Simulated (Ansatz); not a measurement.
The system is Co2Pd.

```
Pd Co
1.0
     2.63793    0.00000    0.00000
    -1.31897    2.28451    0.00000
     0.00000    0.00000    6.31934
Pd Co
1 2
Direct
  0.00000 0.00000 0.00000
  0.66667 0.33333 0.34978
  0.33333 0.66667 0.65022
```

The cell comes from a database or a generator and needn't be the stable form of this composition.

Base run:

* Program: Ansatz 0.2.0
* Functional: PBEsol
* Potentials or basis: all-electron LAPW, scalar-relativistic
* Cutoff: 325 eV
* Density cutoff: 1299 eV
* Basis error allowed: 0.001 eV/atom
* k mesh: 12 × 12 × 4
* Occupations: fermi-dirac, width 0.05 eV
* Spin: collinear spin, ferromagnetic start
* Starting moments: [0.0, 2.0, 2.0] μB

Its results: pressure -10.5 GPa; net moment 3.80 μB per cell; site moments Pd +0.23; Co +1.85 μB; largest force 0.045 eV/Å.

Q: The run is repeated on the same cell with these changes: functional from PBEsol to LDA; basis error allowed from 0.001 eV/atom to 0.002 eV/atom. What comes out?

A: Pressure -17.2 GPa; net moment 3.72 μB per cell; site moments Pd +0.22; Co +1.80 μB; largest force 0.150 eV/Å.

Not every run made on this cell is shown here.
